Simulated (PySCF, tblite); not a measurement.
# C4H10OSSi: geometry, infrared bands and NMR shifts

Aim: predict the infrared bands and NMR shifts of C4H10OSSi (`C=CS[SiH2]COC`).

The runs use tblite 0.8.0 and PySCF 2.14.0, with density-fitted response routines of our own; the level of theory stands in each step. All values are computed, except where a source is named. Atoms are numbered from 0 throughout.

### 1 The molecule as given

17 atoms, charge 0, multiplicity 1; geometry from: force field or distance geometry start.

Bonds of the start (Å): C0–C1 1.32, C1–S2 1.74, S2–Si3 2.14, Si3–C4 1.87, C4–O5 1.44, O5–C6 1.43, C0–H7 1.08, C0–H8 1.09, C1–H9 1.09, Si3–H10 1.49, Si3–H11 1.49, C4–H12 1.09, C4–H13 1.10, C6–H14 1.10, C6–H15 1.08, C6–H16 1.10.

### 2 Optimising the geometry with GFN2-xTB

Job settings and geometry (Å):

```
{"job": {"kind": "relax", "xc": "GFN2-xTB", "basis": "xTB"}, "charge": 0, "multiplicity": 1}
C     -3.365700     0.683600     0.023100
C     -2.180900     0.148700     0.254000
S     -1.822500    -1.486200    -0.203200
Si     0.174200    -1.861500     0.479100
C      1.375200    -0.689800    -0.339000
O      1.250900     0.702000     0.000200
C      2.166700     1.515300    -0.735900
H     -4.163300     0.138500    -0.462400
H     -3.579900     1.705700     0.320100
H     -1.416200     0.740200     0.761700
H      0.206600    -1.726900     1.965900
H      0.516000    -3.275900     0.140600
H      1.248800    -0.787000    -1.421400
H      2.396800    -1.013300    -0.096500
H      2.031500     2.559200    -0.414300
H      1.955900     1.445100    -1.792000
H      3.198900     1.214500    -0.523600
```

Started as:

```
$ OMP_NUM_THREADS=1 python probes_run.py task.json out
```

This one command runs all jobs of the session in turn.

**Question.** This job is followed by: GFN2-xTB harmonic vibrations, gas phase; GIAO PBE0/pcSseg-1 NMR shielding, non-relativistic, gas phase. Predict these results of the whole session: strongest single infrared mode (GFN2-xTB); zero-point energy (GFN2-xTB); 13C shifts against TMS (PBE0/pcSseg-1); 1H shifts against TMS (PBE0/pcSseg-1, means over atoms taken as alike); 33S shifts against CS2 (PBE0/pcSseg-1); 29Si shifts against TMS (PBE0/pcSseg-1); 17O shifts against H2O (PBE0/pcSseg-1); surface potential, 1st and 99th percentile.

As calculated:

| quantity | value |
| --- | --- |
| strongest single infrared mode (GFN2-xTB) | 670 cm⁻¹, 229 km/mol |
| zero-point energy (GFN2-xTB) | 80.0 kcal/mol |
| 13C shifts against TMS (PBE0/pcSseg-1) | 138.9, 121.0, 70.5, 65.1 ppm |
| 1H shifts against TMS (PBE0/pcSseg-1, means over atoms taken as alike) | 7.00, 5.60, 5.48, 4.79, 3.51, 3.45 ppm |
| 33S shifts against CS2 (PBE0/pcSseg-1) | -66 ppm |
| 29Si shifts against TMS (PBE0/pcSseg-1) | -32.3 ppm |
| 17O shifts against H2O (PBE0/pcSseg-1) | 8.3 ppm |
| surface potential, 1st and 99th percentile | -1.01 V and 1.10 V |

What this shows: The optimisation took 91 steps and gained 0.207 eV; among the close pairs (by a distance rule), Si3–C4 changed most, from 1.867 to 1.909 Å. No mode is imaginary among the 45: a minimum at this level. The strongest single mode, at 670 cm⁻¹, is spread over many atoms; the largest shares are those of H10, H11. GFN2-xTB is a fitted tight-binding method: band positions and strengths are rough. Its intensities can rank the bands wrongly. The most deshielded carbon is C1 (alkene CH), at 138.9 ppm: as expected for a trigonal carbon in a double bond. H9 (hydrogen on an alkene CH) lies farthest downfield among hydrogen, at 7.00 ppm; olefinic region. At PBE0/pcSseg-1: Shielding is most anisotropic at S2 (span 404 ppm, paramagnetic term -488 ppm).
